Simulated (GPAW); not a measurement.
# Ba2Tl5V3O12 (R-3m) in GPAW: further runs

One crystal, Ba2Tl5V3O12, is run at these levels: LDA, BLYP, AM05, PBEsol; tasks: band structure.

Everything below comes from runs of GPAW 26.7.0. Logs are shortened: lines on timing, memory, paths and dates and some standing lists are left out, and cuts for length are marked. The log counts tension as positive stress, the text compression.

## (1) The crystal as given

It takes space group R-3m (No. 166, trigonal). Conventional cell: a = 8.474 Å, b = 8.474 Å, c = 18.385 Å, α = 90.00°, β = 90.00°, γ = 120.00°. Ba (site symmetry -3m) is surrounded by 12 O at 3.23 Å. Ba (site symmetry -3m) has 12 O at 3.22 Å as nearest neighbours. Around V (site symmetry 2/m) lie 4 O at 1.82 Å. Around Tl (site symmetry 2/m) lie 4 O at 2.36 Å. Around Tl (site symmetry 3m) lie 3 V at 2.80 Å and 6 O at 2.84 Å and 3 Tl at 2.98 Å. O (site symmetry 1) is surrounded by 1 V at 1.82 Å.

The cell was built by a generator and needn't be a form met in nature.

## (2) Band structure, LDA, collinear spin, ferromagnetic start

The input, run.py:

```python
from ase import Atoms
from ase.dft.bandgap import bandgap
from ase.io import write
from ase.units import GPa
from ase.parallel import parprint
from gpaw import GPAW, PW

atoms = Atoms(['Ba', 'Ba', 'V', 'V', 'V', 'Tl', 'Tl', 'Tl', 'Tl', 'Tl', 'O', 'O', 'O', 'O', 'O', 'O', 'O', 'O', 'O', 'O', 'O', 'O'],
              cell=[[4.2369789974, 2.4462209647, 6.1284],
                    [-4.2369789974, 2.4462209647, 6.1284],
                    [0.0, -4.8924419294, 6.1284]],
              scaled_positions=[[0.5, 0.5, 0.5],
                                [0.0, 0.0, 0.0],
                                [0.5, 0.5, 0.0],
                                [0.0, 0.5, 0.5],
                                [0.5, 0.0, 0.5],
                                [0.0, 0.0, 0.5],
                                [0.5, 0.0, 0.0],
                                [0.0, 0.5, 0.0],
                                [0.74045, 0.74045, 0.74045],
                                [0.25955, 0.25955, 0.25955],
                                [0.71652, 0.08089, 0.41242],
                                [0.41242, 0.71652, 0.08089],
                                [0.08089, 0.41242, 0.71652],
                                [0.58758, 0.91911, 0.28348],
                                [0.91911, 0.28348, 0.58758],
                                [0.28348, 0.58758, 0.91911],
                                [0.28348, 0.91911, 0.58758],
                                [0.58758, 0.28348, 0.91911],
                                [0.91911, 0.58758, 0.28348],
                                [0.41242, 0.08089, 0.71652],
                                [0.08089, 0.71652, 0.41242],
                                [0.71652, 0.41242, 0.08089]],
              pbc=True)
atoms.set_initial_magnetic_moments([0.0, 0.0, 2.0, 2.0, 2.0, 0.0, 0.0, 0.0, 0.0, 0.0, 0.0, 0.0, 0.0, 0.0, 0.0, 0.0, 0.0, 0.0, 0.0, 0.0, 0.0, 0.0])

calc = GPAW(mode=PW(800),
            xc='LDA',
            kpts={'size': (3, 3, 3), 'gamma': True},
            occupations={'name': 'fermi-dirac', 'width': 0.05},
            nbands=153,
            convergence={'density': 1e-05, 'energy': 1e-05},
            maxiter=150,
            txt='gpaw.txt')
atoms.calc = calc
energy = atoms.get_potential_energy()
forces = atoms.get_forces()
stress = atoms.get_stress()
calc.write('gs.gpw')
write('result.traj', atoms)
parprint(f'Energy: {energy:.6f} eV')
parprint('Forces (eV/A):')
parprint(forces.round(4))
parprint('Stress (GPa):', (stress / GPa).round(3))
parprint('Moments:', calc.get_magnetic_moments().round(3))
parprint('Fermi level:', round(calc.get_fermi_level(), 4), 'eV')
parprint(f'Gap: {bandgap(calc)[0]:.4f} eV, direct: {bandgap(calc, direct=True)[0]:.4f} eV')

path = atoms.cell.bandpath('GLB1,BZGX,QFP1Z,LP', npoints=100, eps=1e-4)
bs_calc = calc.fixed_density(kpts=path, symmetry='off', nbands=225,
                             convergence={'bands': 'CBM+6.0', 'eigenstates': 1e-6}, txt='bands.txt')
bs = bs_calc.band_structure()
bs.write('bs.json')
parprint(f'Gap on the path: {bandgap(bs_calc)[0]:.4f} eV')
```

Potentials or basis: the program's PAW data sets (release 1.2.1) made for this functional, pw.

Run with:

```
> OMP_NUM_THREADS=1 mpirun -n 8 gpaw python run.py
```

gpaw.txt:

```text
__  _  _
 | _ |_)|_||  |
 |__||  | ||/\| - 26.7.0

Input parameters:
  mode=PW(ecut=800.0),
  convergence={'density': 1e-05, 'energy': 1e-05},
  kpts=MonkhorstPack(size=(3, 3, 3), gamma=True),
  maxiter=150,
  nbands=153,
  occupations=Occupations(name='fermi-dirac', width=0.05),
  xc=XC(name='LDA')

Diagonalizing LCAO Hamiltonian
Converting LCAO to pw mode

               Tl

             O      O
        O             O

           O     O
             O Ba  O

        O       V     O
          O      O
         V          V
               Tl
          Tl         Tl

              Tl

               Ba

Atoms  # Å, Bohr magnetons
|    | symbol |         x |         y |         z |    initial magnetic moments |
|----|--------|-----------|-----------|-----------|-----------------------------|
|  0 |     Ba |  0.000000 |  0.000000 |  9.192600 | ( 0.0000,  0.0000,  0.0000) |
|  1 |     Ba |  0.000000 |  0.000000 |  0.000000 | ( 0.0000,  0.0000,  0.0000) |
|  2 |      V |  0.000000 |  2.446221 |  6.128400 | ( 0.0000,  0.0000,  2.0000) |
|  3 |      V | -2.118489 | -1.223110 |  6.128400 | ( 0.0000,  0.0000,  2.0000) |
|  4 |      V |  2.118489 | -1.223110 |  6.128400 | ( 0.0000,  0.0000,  2.0000) |
|  5 |     Tl |  0.000000 | -2.446221 |  3.064200 | ( 0.0000,  0.0000,  0.0000) |
[... 14 lines left out ...]
| 20 |      O | -2.693151 | -0.067100 |  7.414322 | ( 0.0000,  0.0000,  0.0000) |
| 21 |      O |  1.288465 |  2.365887 |  7.414322 | ( 0.0000,  0.0000,  0.0000) |

Unit cell  # Å
| periodic |         x |         y |        z |  lengths |    angles |
|----------|-----------|-----------|----------|----------|-----------|
|      yes |  4.236979 |  2.446221 | 6.128400 | 7.841765 | 65.409403 |
|      yes | -4.236979 |  2.446221 | 6.128400 | 7.841765 | 65.409403 |
|      yes |  0.000000 | -4.892442 | 6.128400 | 7.841765 | 65.409403 |

Number of symmetries: 12
Symmetry operations  # r_c * U_cc + t_c -> r_c
|    | kind |            matrix            |
|----|------|------------------------------|
|  0 |  E   |  1, 0, 0,  0, 1, 0,  0, 0, 1 |
|  1 |  σ   |  1, 0, 0,  0, 0, 1,  0, 1, 0 |
|  2 |  σ   |  0, 1, 0,  1, 0, 0,  0, 0, 1 |
|  3 |  C3  |  0, 1, 0,  0, 0, 1,  1, 0, 0 |
|  4 |  C3  |  0, 0, 1,  1, 0, 0,  0, 1, 0 |
|  5 |  σ   |  0, 0, 1,  0, 1, 0,  1, 0, 0 |
|  6 |  C2  |  0, 0,-1,  0,-1, 0, -1, 0, 0 |
|  7 |  S6  |  0, 0,-1, -1, 0, 0,  0,-1, 0 |
|  8 |  S6  |  0,-1, 0,  0, 0,-1, -1, 0, 0 |
|  9 |  C2  |  0,-1, 0, -1, 0, 0,  0, 0,-1 |
| 10 |  C2  | -1, 0, 0,  0, 0,-1,  0,-1, 0 |
| 11 |  i   | -1, 0, 0,  0,-1, 0,  0, 0,-1 |

BZ-sampling:
  Number of BZ points: 27
  Number of IBZ points: 6

  Monkhorst-Pack size: [3, 3, 3]
  Monkhorst-Pack shift: [0, 0, 0]

K-points  # in reciprocal-cell coordinates
|   |                                coordinates |     weight |
|---|--------------------------------------------|------------|
| 0 | (  0.00000000,   0.00000000,   0.00000000) | 0.03703704 |
| 1 | (  0.33333333,   0.00000000,  -0.33333333) | 0.22222222 |
| 2 | (  0.33333333,   0.00000000,   0.00000000) | 0.22222222 |
| 3 | (  0.33333333,   0.33333333,  -0.33333333) | 0.22222222 |
| 4 | (  0.33333333,   0.33333333,   0.00000000) | 0.22222222 |
| 5 | (  0.33333333,   0.33333333,   0.33333333) | 0.07407407 |

Plane wave coefficients: 19609
Cutoff: 800.0 eV

Spin-components: 2 (collinear spins)
Bands:           153
Projectors:      120
Spin-degeneracy: 1
Datatype:        complex128

Parallelization:
  kpt:    4
  domain: 2
  band:   1

Density:
  Valence electrons: 196.0
  Components: 2
  Grid points: [54 54 54]
  Charge: 0.0  # |e|

Potential:
  Grid points: [54 54 54]

species:
  Ba:
    name:    Barium
    Z:       56.0
    valence: 10
    core:    46
    charge:  0.0  # [|e|]
    compensation charges:
      type: gauss
      rc: 0.37  # [Å]
      lmax: 2
    cutoffs:
      filter: 2.06  # [Å]
      core: 2.33  # [Å]
    projectors
    | kind |    occ | energy [eV] | rcut [Å] |
    |------|--------|-------------|----------|
    |   5s |  2.000 |     -33.774 |    1.164 |
    |   6s |  2.000 |      -3.346 |    1.164 |
    |   5p |  6.000 |     -18.813 |    1.164 |
    |    p |        |       0.000 |    1.164 |
    |    d |        |       0.000 |    1.164 |
    |    d |        |      27.211 |    1.164 |

    Using partial waves for Ba as LCAO basis

  V:
    name:    Vanadium
    Z:       23.0
    valence: 13
    core:    10
    charge:  0.0  # [|e|]
    compensation charges:
      type: gauss
      rc: 0.37  # [Å]
      lmax: 2
    cutoffs:
      filter: 2.14  # [Å]
      core: 0.96  # [Å]
    projectors
    | kind |    occ | energy [eV] | rcut [Å] |
    |------|--------|-------------|----------|
    |   3s |  2.000 |     -69.819 |    1.254 |
    |   4s |  2.000 |      -4.846 |    1.254 |
    |   3p |  6.000 |     -43.961 |    1.281 |
    |   4p |  0.000 |      -1.526 |    1.281 |
    |   3d |  3.000 |      -5.381 |    1.169 |
    |    d |        |      21.830 |    1.169 |

    Using partial waves for V as LCAO basis

  Tl:
    name:    Thallium
    Z:       81.0
    valence: 13
    core:    68
    charge:  0.0  # [|e|]
    compensation charges:
      type: gauss
      rc: 0.38  # [Å]
      lmax: 2
    cutoffs:
      filter: 2.11  # [Å]
      core: 2.55  # [Å]
    projectors
    | kind |    occ | energy [eV] | rcut [Å] |
    |------|--------|-------------|----------|
    |   6s |  2.000 |      -9.777 |    1.212 |
    |   6p |  1.000 |      -2.584 |    1.270 |
    |   5d | 10.000 |     -15.654 |    1.191 |
    |    s |        |      17.435 |    1.212 |
    |    p |        |      24.627 |    1.270 |
    |    d |        |      11.557 |    1.191 |

    Using partial waves for Tl as LCAO basis

  O:
    name:    Oxygen
    Z:       8.0
    valence: 6
    core:    2
    charge:  0.0  # [|e|]
    compensation charges:
      type: gauss
      rc: 0.21  # [Å]
      lmax: 2
    cutoffs:
      filter: 1.17  # [Å]
      core: 0.83  # [Å]
    projectors
    | kind |    occ | energy [eV] | rcut [Å] |
    |------|--------|-------------|----------|
    |   2s |  2.000 |     -23.752 |    0.688 |
    |   2p |  4.000 |      -9.195 |    0.598 |
    |    s |        |       3.459 |    0.688 |
    |    p |        |      18.016 |    0.598 |
    |    d |        |       0.000 |    0.619 |

    Using partial waves for O as LCAO basis

Reference energy: -3292592.437018  # eV

eigensolver:
  PPCG
  Converge bands: occupied
  niter=2

density mixing:
  MSR1-Mixer
  Pratt-step length: 0.05
  Maximum mixing coefficient: 0.75
  Old densities: 10
  SVD Regularization: 0.005
  Good broyden scale: 1.0
  Trust region scale: 1.0
  Backstep threshold: 4.0
  History deletion threshold: 6.0
  Fourier metric: weight=20.0, sigma=0.015

occupation numbers:
  Fermi-Dirac:
    width: 0.0500  # eV

poisson solver:
  ecut: 6400.0  # eV

xc functional:
  name: None

convergence criteria:
- Maximum integral of absolute [dens]ity change: 1e-05 electrons / valence electron
- Maximum [total energy] change in last 3 cyles: 1e-05 eV / valence electron
- Maximum integral of absolute [eigenst]ate change: 4e-08 eV^2 / valence electron
maximum number of iterations: 150

SCF iterations
|iter     | |      energy | eigst |  dens |  magmom |
|---------|-|-------------|-------|-------|---------|
|iter:   1| | -172.852998 | +0.54 |       |  +6.0152|
|iter:   2| | -163.141476 | -0.61 | -0.81 |  +5.7202|
|iter:   3| | -149.518415 | -0.32 | -0.91 |  +4.8980|
|iter:   4| | -148.773577 | -1.20 | -1.23 |  +3.8987|
|iter:   5| | -148.979584 | -1.62 | -1.47 |  +2.1802|
|iter:   6| | -148.859991 | -2.44 | -1.68 |  +1.4710|
|iter:   7| | -148.877798 | -3.17 | -2.25 |  +1.1072|
|iter:   8| | -148.884966 | -3.59 | -2.37 |  +0.8923|
|iter:   9| | -148.886229 | -4.11 | -2.63 |  +0.7953|
|iter:  10| | -148.886971 | -4.62 | -2.95 |  +0.7357|
|iter:  11| | -148.886894c| -4.88 | -3.08 |  +0.6868|
|iter:  12| | -148.886821c| -5.48 | -3.44 |  +0.6506|
|iter:  13| | -148.886594c| -5.59 | -3.64 |  +0.6107|
|iter:  14| | -148.886354c| -5.87 | -4.04 |  +0.5741|
|iter:  15| | -148.886237c| -6.60 | -4.36 |  +0.5569|
|iter:  16| | -148.886221c| -7.66c| -4.74 |  +0.5537|
|iter:  17| | -148.886236c| -7.91c| -5.13c|  +0.5552|

Converged in 17 steps
Energy contributions relative to reference atoms: (reference = -3292592.437018)

Energy contributions:
  Kinetic:          84.680423
  Coulomb:         -99.155129
  Zero:              2.147166
  External:          0.000000
  Xc:             -136.519200
  Entropy:          -0.078991
  Spinorbit:         0.000000
  ----------------------------
  Free energy:    -148.925732
  Extrapolated:   -148.886236

dipole moment: (0.000000, -0.000000, -307.304188)  # |e|*Ang

Total magnetic moment: (0.000000, 0.000000, 0.555200)

Local magnetic moments
|        x |        y |         z |
|----------|----------|-----------|
| 0.000000 | 0.000000 |  0.000290 |  # Ba   0
| 0.000000 | 0.000000 | -0.000245 |  # Ba   1
| 0.000000 | 0.000000 |  0.155684 |  # V    2
| 0.000000 | 0.000000 |  0.155684 |  # V    3
| 0.000000 | 0.000000 |  0.155684 |  # V    4
| 0.000000 | 0.000000 | -0.000173 |  # Tl   5
[... 14 lines left out ...]
| 0.000000 | 0.000000 | -0.004275 |  # O   20
| 0.000000 | 0.000000 | -0.004275 |  # O   21

Fermi level: 5.189
Eigenvalues  # (at kpt = [0.000, 0.000, 0.000])
| band index |      eig [eV] | occ [0-1] |      eig [eV] | occ [0-1] |
|------------|---------------|-----------|---------------|-----------|
|          0 |       -59.202 |     1.000 |       -59.053 |     1.000 |
|        ... |               |           |               |           |
|         91 |         3.821 |     1.000 |         3.834 |     1.000 |
|         92 |         3.821 |     1.000 |         3.834 |     1.000 |
|         93 |         3.928 |     1.000 |         3.917 |     1.000 |
|         94 |         4.257 |     1.000 |         4.248 |     1.000 |
|         95 |         4.659 |     1.000 |         4.681 |     1.000 |
|         96 |         4.659 |     1.000 |         4.681 |     1.000 |
[... 8 lines left out ...]
|        105 |         7.077 |     0.000 |         7.153 |     0.000 |
|        106 |         7.077 |     0.000 |         7.153 |     0.000 |
|        ... |               |           |               |           |
|        152 |        17.421 |     0.000 |        17.652 |     0.000 |

No gap
No difference between direct/indirect transitions

Forces  # eV/Ang
|        x |        y |        z |
|----------|----------|----------|
|  0.00000 | -0.00000 | -0.00000 |  # Ba   0
| -0.00000 |  0.00000 |  0.00000 |  # Ba   1
|  0.00000 |  0.00000 | -0.00000 |  # V    2
|  0.00000 |  0.00000 |  0.00000 |  # V    3
| -0.00000 |  0.00000 |  0.00000 |  # V    4
| -0.00000 | -0.00000 |  0.00000 |  # Tl   5
[... 14 lines left out ...]
|  0.02225 | -0.40164 | -0.28125 |  # O   20
| -0.35896 |  0.18155 | -0.28125 |  # O   21

Stress tensor  # eV/Ang^3
|        x |         y |         z |
|----------|-----------|-----------|
| 0.046928 | -0.000000 |  0.000000 |
| 0.000000 |  0.046928 | -0.000000 |
| 0.000000 | -0.000000 |  0.055243 |

# Writing to gs.gpw (mode='')
```

Wall time 38 min (8 MPI ranks of AMD EPYC 7R43 (Zen 3), shared host); peak memory 2.9 GiB.

What came out:

```
Free energy             : -148.9257 eV
Pressure                : -8.0 GPa
Largest force           : 0.491 eV/Å
Band gap along the path : none (metal or under the smearing width)
Net moment              : 0.56 μB per cell
Site moments            : Ba +0.00, -0.00; V +0.16; Tl -0.00, +0.01; O -0.00 μB
```

Forces in eV/Å, atoms in the order of the input:
```
Ba   0.000  0.000  0.000
Ba   0.000  0.000  0.000
V    0.000  0.000  0.000
V    0.000  0.000  0.000
V    0.000  0.000  0.000
Tl   0.000  0.000  0.000
Tl   0.000  0.000  0.000
Tl   0.000  0.000  0.000
Tl   0.000  0.000  0.194
Tl   0.000  0.000 -0.194
O   -0.022 -0.402 -0.281
O    0.359  0.182 -0.281
O   -0.337  0.220 -0.281
O   -0.337 -0.220  0.281
O   -0.022  0.402  0.281
O    0.359 -0.182  0.281
O    0.022  0.402  0.281
O   -0.359 -0.182  0.281
O    0.337 -0.220  0.281
O    0.337  0.220 -0.281
O    0.022 -0.402 -0.281
O   -0.359  0.182 -0.281
```

Levels at the corners of the path, in eV from the Fermi level:
Spin up:
```csv
point,band 95,band 96,band 97,band 98,band 99,band 100,band 101,band 102
Γ,-0.93,-0.53,-0.53,-0.35,-0.08,0.07,0.07,0.99
L,-0.68,-0.67,-0.61,-0.11,-0.02,0.24,0.48,1.26
B1,-0.76,-0.76,-0.69,-0.08,0.28,0.72,0.81,1.34
B,-0.76,-0.76,-0.69,-0.08,0.28,0.72,0.81,1.34
Z,-0.89,-0.67,-0.20,-0.01,-0.01,0.77,0.77,1.13
Γ,-0.93,-0.53,-0.53,-0.35,-0.08,0.07,0.07,0.99
X,-0.77,-0.76,-0.60,-0.14,0.15,0.79,0.91,1.37
Q,-0.77,-0.76,-0.60,-0.14,0.15,0.79,0.91,1.37
F,-0.72,-0.70,-0.56,-0.01,0.19,0.99,1.03,1.07
P1,-0.80,-0.73,-0.65,-0.03,0.38,0.53,0.78,1.29
Z,-0.89,-0.67,-0.20,-0.01,-0.01,0.77,0.77,1.13
L,-0.68,-0.67,-0.61,-0.11,-0.02,0.24,0.48,1.26
P,-0.80,-0.73,-0.65,-0.03,0.38,0.53,0.78,1.29
```
Spin down:
| point | band 95 | band 96 | band 97 | band 98 | band 99 | band 100 |
| --- | --- | --- | --- | --- | --- | --- |
| Γ | -0.94 | -0.51 | -0.51 | -0.35 | -0.05 | 0.27 |
| L | -0.69 | -0.64 | -0.62 | 0.02 | 0.07 | 0.25 |
| B1 | -0.76 | -0.72 | -0.66 | 0.09 | 0.29 | 0.77 |
| B | -0.76 | -0.72 | -0.66 | 0.09 | 0.29 | 0.77 |
| Z | -0.90 | -0.68 | -0.18 | 0.19 | 0.19 | 0.77 |
| Γ | -0.94 | -0.51 | -0.51 | -0.35 | -0.05 | 0.27 |
| X | -0.77 | -0.71 | -0.59 | 0.00 | 0.20 | 0.86 |
| Q | -0.77 | -0.71 | -0.59 | 0.00 | 0.20 | 0.86 |
| F | -0.73 | -0.64 | -0.54 | 0.09 | 0.31 | 1.07 |
| P1 | -0.77 | -0.74 | -0.60 | 0.15 | 0.42 | 0.58 |
| Z | -0.90 | -0.68 | -0.18 | 0.19 | 0.19 | 0.77 |
| L | -0.69 | -0.64 | -0.62 | 0.02 | 0.07 | 0.25 |
| P | -0.77 | -0.74 | -0.60 | 0.15 | 0.42 | 0.58 |

Caveat: spin-orbit coupling is left out, which moves the levels of the heavy elements; semilocal functionals often make such compounds metallic where correlation or magnetic order opens a gap, which also shifts bond lengths.

(Continued in part 2 of 3.)
